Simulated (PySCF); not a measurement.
**W(CH)Cl3: geometry, NMR shifts and electronic excitations**

What NMR shifts and electronic excitations should W(CH)Cl3 (`[CH]#[W]([Cl])([Cl])[Cl]`) show?

Computed with PySCF 2.14.0, with density-fitted response routines of our own, on a single molecule in the gas phase. Atoms are numbered from 0 throughout.

**1. Starting geometry**

6 atoms, charge 0, multiplicity 1; geometry from: GFN2-xTB.

Bonds of the start (Å): W0–C1 1.86, W0–Cl3 2.22, W0–Cl4 2.22, W0–Cl5 2.22, C1–H2 1.08.

**2. Relaxing the molecule at PBE0-D3(BJ)/def2-SVP**

What the job is given:

```
{"job": {"xc": "PBE0", "basis": "def2-SVP", "d3": "d3bj", "grid": 1, "maxiter": 40, "kind": "geom"}, "charge": 0, "multiplicity": 1}
W     -0.005520    -0.003420    -0.490460
C      0.017960     0.008280     1.364660
H      0.033540     0.016240     2.440350
Cl     2.118190    -0.002270    -1.134010
Cl    -1.086610     1.837790    -1.102620
Cl    -1.077560    -1.856610    -1.077930
```

Log:

```text
step   0  E = -1485.53410142  max force = 0.105367
step   1  E = -1485.54247584  max force = 0.099489
step   2  E = -1485.54841148  max force = 0.021720
step   3  E = -1485.54902914  max force = 0.004637
step   4  E = -1485.54906388  max force = 0.002059
step   5  E = -1485.54904866  max force = 0.006589
step   6  E = -1485.54909145  max force = 0.003752
step   7  E = -1485.54911724  max force = 0.000800
step   8  E = -1485.54912418  max force = 0.000600
step   9  E = -1485.54912532  max force = 0.000774
step  10  E = -1485.54912563  max force = 0.000729
optimisation converged
```

Run time: 65 s. Hardware: 1 thread, shared host.

Along the way:

```
step  energy from step 0 (eV)  largest force component (eV/Å)
   0                   0.0000                          5.4182
   1                  -0.2279                          5.1159
   2                  -0.3894                          1.1169
   3                  -0.4062                          0.2384
   4                  -0.4071                          0.1059
   5                  -0.4067                          0.3388
   6                  -0.4079                          0.1929
   7                  -0.4086                          0.0411
   8                  -0.4088                          0.0309
   9                  -0.4088                          0.0398
  10                  -0.4088                          0.0375
```

Close pairs (by a distance rule), those that changed most:

```
  bond  before (Å)  after (Å)  change (Å)
 W0–C1       1.855      1.733      -0.122
W0–Cl3       2.219      2.269      +0.050
W0–Cl5       2.220      2.268      +0.048
W0–Cl4       2.221      2.268      +0.047
 C1–H2       1.076      1.093      +0.017
```

The end geometry stands in the next job.

```
                         at the end point                value
  point group (found at 0.08 Å tolerance)                  C3v
rotational constants (GHz, main isotopes)  1.557, 1.546, 0.992
                        dipole moment (D)                 0.55
```

**3. Shielding tensors: PBE0/def2-TZVP+pcSseg-1**

What the job is given:

```
{"job": {"kind": "nmr", "xc": "PBE0", "basis": {"default": "pcSseg-1", "W": "def2-TZVP"}}, "charge": 0, "multiplicity": 1}
W     -0.041472    -0.001234    -0.489492
C      0.110023     0.004335     1.237116
H      0.206793     0.007184     2.325585
Cl     2.109009    -0.005060    -1.214473
Cl    -1.192050     1.902018    -0.936191
Cl    -1.192303    -1.907233    -0.922555
```

Method: GIAO PBE0/pcSseg-1 W:def2-TZVP NMR shielding, scalar relativity only through core potentials, gas phase.

Log:

```text
coarse grid: 35536 points
cycle   1  E = -1485.6979132716  dE = -1.964e+01  |g| = 1.088e+00  |ddm| = 8.237e+00
cycle   2  E = -1483.3858539130  dE =  2.312e+00  |g| = 3.308e+00  |ddm| = 2.810e+00
cycle   3  E = -1485.9456666342  dE = -2.560e+00  |g| = 2.373e-01  |ddm| = 2.279e+00
cycle   4  E = -1485.9556685845  dE = -1.000e-02  |g| = 1.361e-01  |ddm| = 3.738e-01
cycle   5  E = -1485.9593458728  dE = -3.677e-03  |g| = 7.760e-02  |ddm| = 1.668e-01
cycle   6  E = -1485.9608870333  dE = -1.541e-03  |g| = 3.881e-03  |ddm| = 6.528e-02
cycle   7  E = -1485.9608895363  dE = -2.503e-06  |g| = 2.060e-03  |ddm| = 4.134e-03
final grid: 67408 points
cycle   8  E = -1485.9607591485  dE =  8.520e-06  |g| = 6.319e-03  |ddm| = 5.406e-03
cycle   9  E = -1485.9606502491  dE =  1.089e-04  |g| = 2.246e-02  |ddm| = 1.772e-02
cycle  10  E = -1485.9607685105  dE = -1.183e-04  |g| = 1.051e-03  |ddm| = 1.386e-02
cycle  11  E = -1485.9607688158  dE = -3.053e-07  |g| = 1.668e-04  |ddm| = 1.061e-03
cycle  12  E = -1485.9607688220  dE = -6.188e-09  |g| = 1.263e-05  |ddm| = 1.286e-04
cycle  13  E = -1485.9607688220  dE = -5.161e-11  |g| = 3.309e-06  |ddm| = 1.445e-05
converged SCF energy = -1485.9607688220

GIAO shielding tensors (ppm)
atom      isotropic    diamagn.    paramagn.     s11        s22        s33       span
  0 W          nan         nan         nan        nan        nan        nan        nan
  1 C     -138.748     258.438    -397.185   -253.862   -253.287     90.906    344.768
  2 H       24.844      29.027      -4.183     24.305     24.330     25.897      1.592
  3 Cl     498.850    1148.211    -649.361   -218.429    563.365   1151.615   1370.043
  4 Cl     498.335    1148.213    -649.878   -218.338    562.025   1151.318   1369.655
  5 Cl     498.141    1148.214    -650.072   -218.819    561.651   1151.591   1370.410
```

Run time: 11 s. Hardware: 1 thread, shared host.

Shifts follow as δ = σ(reference) − σ, with reference shieldings (ppm) from runs at the same level and on the same kind of geometry: ¹H TMS 31.27, ¹³C TMS 184.4, ³⁵Cl HCl 943. The references are single molecules in the gas phase. Atoms listed in one row are averaged.

```
        atoms                       environment  σ (ppm)  δ (ppm)
           C1             carbon bonded to W, H   -138.7    323.2
           H2  hydrogen on a carbon bonded to W    24.84     6.42
Cl3, Cl4, Cl5              chlorine bonded to W      498      445
```

Atoms past Kr carry core potentials, so their printed shieldings have no meaning and are left out of the table.

Charges from the same density, by scheme (e):

```
        atoms  Mulliken  ESP fit
           W0      0.74     0.61
           C1     -0.15    -0.53
Cl3, Cl4, Cl5     -0.24    -0.13
```

Mayer bond orders: W0–C1 2.70, W0–Cl3 1.10, W0–Cl4 1.11, W0–Cl5 1.11.

With diffuse functions Mulliken charges and Mayer bond orders lose their meaning; the other schemes are steadier.

**4. TDDFT and polarisability: wB97X-D/def2-SVPD**

What the job is given:

```
{"job": {"kind": "uv", "xc": "wB97X-D", "basis": "def2-SVPD", "ip": false, "nstates": 10}, "charge": 0, "multiplicity": 1}
W     -0.041472    -0.001234    -0.489492
C      0.110023     0.004335     1.237116
H      0.206793     0.007184     2.325585
Cl     2.109009    -0.005060    -1.214473
Cl    -1.192050     1.902018    -0.936191
Cl    -1.192303    -1.907233    -0.922555
```

With the program's defaults for keys left out, this is: TDDFT wB97X-D/def2-SVPD, vertical, gas phase, core orbitals frozen in the response.

Log:

```text
coarse grid: 35536 points
cycle   1  E = -1486.0165896074  dE = -1.270e+01  |g| = 6.157e-01  |ddm| = 7.915e+00
cycle   2  E = -1485.9596190639  dE =  5.697e-02  |g| = 7.497e-01  |ddm| = 1.424e+00
cycle   3  E = -1486.0554332599  dE = -9.581e-02  |g| = 3.506e-01  |ddm| = 9.435e-01
cycle   4  E = -1486.0841897769  dE = -2.876e-02  |g| = 2.718e-02  |ddm| = 3.862e-01
cycle   5  E = -1486.0844130535  dE = -2.233e-04  |g| = 5.769e-03  |ddm| = 5.498e-02
cycle   6  E = -1486.0844267771  dE = -1.372e-05  |g| = 2.943e-03  |ddm| = 1.600e-02
cycle   7  E = -1486.0844299423  dE = -3.165e-06  |g| = 1.112e-03  |ddm| = 6.812e-03
final grid: 67408 points
cycle   8  E = -1486.0739212112  dE = -1.559e-05  |g| = 2.974e-03  |ddm| = 2.602e-02
cycle   9  E = -1486.0739170517  dE =  4.160e-06  |g| = 5.361e-03  |ddm| = 7.842e-03
cycle  10  E = -1486.0739233911  dE = -6.339e-06  |g| = 9.520e-04  |ddm| = 5.156e-03
cycle  11  E = -1486.0739236218  dE = -2.307e-07  |g| = 2.608e-04  |ddm| = 1.288e-03
cycle  12  E = -1486.0739236616  dE = -3.979e-08  |g| = 1.219e-04  |ddm| = 5.820e-04
cycle  13  E = -1486.0739236750  dE = -1.342e-08  |g| = 3.729e-05  |ddm| = 3.401e-04
cycle  14  E = -1486.0739236782  dE = -3.191e-09  |g| = 1.518e-05  |ddm| = 2.000e-04
cycle  15  E = -1486.0739236786  dE = -4.516e-10  |g| = 6.553e-06  |ddm| = 7.118e-05
converged SCF energy = -1486.0739236786

Static polarisability (au): isotropic 92.034, principal 87.718 94.051 94.333

Singlet excitations
state   eV       nm        f      main configurations
  1   2.9641    418.3   0.00000   H-1->L 0.49, H->L+1 0.49
  2   3.1982    387.7   0.00508   H->L 0.58, H-1->L+1 0.36
  3   3.2513    381.3   0.00080   H-1->L+1 0.44, H->L 0.28, H-1->L 0.14
  4   3.2515    381.3   0.00080   H->L+1 0.36, H-1->L 0.35, H-1->L+1 0.16
  5   5.0697    244.6   0.00085   H-1->L+3 0.43, H->L+4 0.41
  6   5.0752    244.3   0.01140   H->L+2 0.92
  7   5.0804    244.0   0.01037   H-1->L+2 0.86
  8   5.3325    232.5   0.00106   H->L+3 0.36, H-1->L+4 0.36, H->L+4 0.09
  9   5.3326    232.5   0.00109   H-1->L+3 0.36, H->L+4 0.36, H->L+3 0.09
 10   5.6663    218.8   0.04173   H-2->L 0.76, H-4->L 0.08

Triplet excitations (Tamm-Dancoff, eV): 2.7448 2.7942 2.7965 2.8175
```

Run time: 18 s. Hardware: 1 thread, shared host.

Frontier orbitals and where they lie:

```
orbital      eV                         atoms
 HOMO−3  -12.12  Cl3 31 %, Cl4 28 %, Cl5 27 %
 HOMO−2  -11.57  Cl4 33 %, Cl5 33 %, Cl3 33 %
 HOMO−1   -9.76    C1 34 %, W0 28 %, Cl5 18 %
   HOMO   -9.75    C1 34 %, W0 28 %, Cl3 23 %
   LUMO   -1.42   W0 62 %, Cl5 14 %, Cl4 13 %
 LUMO+1   -1.41   W0 62 %, Cl3 16 %, Cl4 10 %
 LUMO+2    0.29    W0 46 %, C1 12 %, Cl3 11 %
```

With each of the 10 states as a Gaussian band of 0.4 eV half-width at 1/e, the curve within the window shown has maxima at 386 nm (ε 270), 221 nm (ε 1,900) L/(mol cm). Beyond the last state computed it falls off for lack of states. The curve at chosen wavelengths:

nm, ε (L/mol/cm) and a bar:
```
      208        976 ################
      221       1865 ##############################
      233       1528 #########################
      246       1111 ##################
      259        576 #########
      271        197 ###
      284         40 #
      296          8 
      309          6 
      322         21 
      334         56 #
      347        118 ##
      360        191 ###
      372        245 ####
      385        269 ####
      398        255 ####
      410        218 ###
      423        167 ###
      436        117 ##
      448         80 #
      461         50 #
      473         31 
      486         18 
      499         10 
      511          6 
      524          3
```

Ground-state properties from the same run:

```
           property  computed
  dipole moment (D)      0.93
polarisability (Å³)     13.64
 HOMO–LUMO gap (eV)      8.33
      −ε(HOMO) (eV)      9.75
```

**5. Shielding tensors: KT2/def2-TZVP+pcSseg-1**

What the job is given:

```
{"job": {"kind": "nmr", "xc": "KT2", "basis": {"default": "pcSseg-1", "W": "def2-TZVP"}, "pop": false}, "charge": 0, "multiplicity": 1}
W     -0.041472    -0.001234    -0.489492
C      0.110023     0.004335     1.237116
H      0.206793     0.007184     2.325585
Cl     2.109009    -0.005060    -1.214473
Cl    -1.192050     1.902018    -0.936191
Cl    -1.192303    -1.907233    -0.922555
```

Method: GIAO KT2/pcSseg-1 W:def2-TZVP NMR shielding, scalar relativity only through core potentials, gas phase.

Log:

```text
coarse grid: 35536 points
cycle   1  E = -1497.4480120970  dE = -1.926e+01  |g| = 1.185e+00  |ddm| = 8.210e+00
cycle   2  E = -1493.9505169700  dE =  3.497e+00  |g| = 3.807e+00  |ddm| = 3.232e+00
cycle   3  E = -1497.6459604469  dE = -3.695e+00  |g| = 5.599e-01  |ddm| = 2.963e+00
cycle   4  E = -1497.6880539173  dE = -4.209e-02  |g| = 4.028e-01  |ddm| = 8.859e-01
cycle   5  E = -1497.7124263145  dE = -2.437e-02  |g| = 2.788e-01  |ddm| = 5.028e-01
cycle   6  E = -1497.7335367240  dE = -2.111e-02  |g| = 2.400e-02  |ddm| = 2.470e-01
cycle   7  E = -1497.7336572255  dE = -1.205e-04  |g| = 1.412e-02  |ddm| = 2.862e-02
cycle   8  E = -1497.7337061545  dE = -4.893e-05  |g| = 2.347e-03  |ddm| = 8.849e-03
cycle   9  E = -1497.7337074257  dE = -1.271e-06  |g| = 5.132e-04  |ddm| = 1.708e-03
final grid: 67408 points
cycle  10  E = -1497.7335283464  dE =  1.071e-06  |g| = 2.262e-03  |ddm| = 2.358e-03
cycle  11  E = -1497.7334958555  dE =  3.249e-05  |g| = 1.177e-02  |ddm| = 8.893e-03
cycle  12  E = -1497.7335294832  dE = -3.363e-05  |g| = 7.210e-04  |ddm| = 7.403e-03
cycle  13  E = -1497.7335296354  dE = -1.522e-07  |g| = 1.089e-04  |ddm| = 7.477e-04
cycle  14  E = -1497.7335296383  dE = -2.908e-09  |g| = 1.237e-05  |ddm| = 9.010e-05
cycle  15  E = -1497.7335296384  dE = -3.297e-11  |g| = 5.507e-06  |ddm| = 1.650e-05
converged SCF energy = -1497.7335296384

GIAO shielding tensors (ppm)
atom      isotropic    diamagn.    paramagn.     s11        s22        s33       span
  0 W          nan         nan         nan        nan        nan        nan        nan
  1 C      -98.259     258.569    -356.827   -197.151   -196.699     99.074    296.225
  2 H       24.372      29.314      -4.942     23.563     23.586     25.967      2.404
  3 Cl     470.509    1150.150    -679.641   -201.103    494.058   1118.572   1319.675
  4 Cl     470.355    1150.153    -679.798   -200.190    492.796   1118.458   1318.648
  5 Cl     470.216    1150.153    -679.938   -200.514    492.418   1118.743   1319.257
```

It took 15 s on 1 thread, shared host.

Key values: δ C1 281.5, Cl3 472, H2 6.81 ppm (means over like atoms).

**6. Run by run: NMR shifts**

Shifts (ppm), means over like atoms, with basis size and wall time:

```
                    run     C1    H2  Cl3  functions  time
PBE0/def2-TZVP+pcSseg-1  323.2  6.42  445        134  11 s
 KT2/def2-TZVP+pcSseg-1  281.5  6.81  472        134  15 s
```

**7. Summary of results**

```
                                                                          quantity                         value
                                                                       point group                           C3v
                                              rotational constants (main isotopes)          1.56, 1.55, 0.99 GHz
                                  ¹³C shifts against TMS (PBE0/def2-TZVP+pcSseg-1)                     323.2 ppm
                                   ¹H shifts against TMS (PBE0/def2-TZVP+pcSseg-1)                      6.42 ppm
³⁵Cl shifts against HCl (PBE0/def2-TZVP+pcSseg-1, means over atoms taken as alike)                       445 ppm
                                                lowest singlet (wB97X-D/def2-SVPD)   2.96 eV (418 nm), f = 0.000
                                          brightest single state of those computed  state 10, 5.67 eV, f = 0.042
                                                                    lowest triplet                       2.74 eV
                                                          range of the shift of C1            281.5 to 323.2 ppm
```

What this shows: Over 10 steps the energy fell by 0.409 eV; of the close pairs, W0–C1 changed most, 1.855 to 1.733 Å. No frequency check was run at this level, so the end point may be a saddle. At PBE0/def2-TZVP+pcSseg-1: The largest span, 1370 ppm, is at Cl3, Cl4, Cl5, where the paramagnetic term is -650 ppm. The lowest singlet, at 2.96 eV, is HOMO−1→LUMO 0.49, HOMO→LUMO+1 0.49 and is dark; of the 10 states computed, the strongest absorption comes from state 10 at 5.67 eV (the last computed, so partners may be missing). The lowest triplet lies 0.22 eV below the lowest singlet (triplets in Tamm-Dancoff, singlets in full TDDFT). Spin-orbit coupling, left out, mixes singlets and triplets in elements this heavy. In ppm, C1 moves most: its shift spreads over 41.7 ppm, from 281.5 (KT2/def2-TZVP+pcSseg-1) to 323.2 (PBE0/def2-TZVP+pcSseg-1). Spin-orbit coupling is left out, which matters for shieldings and couplings at and beside the heavy atoms.
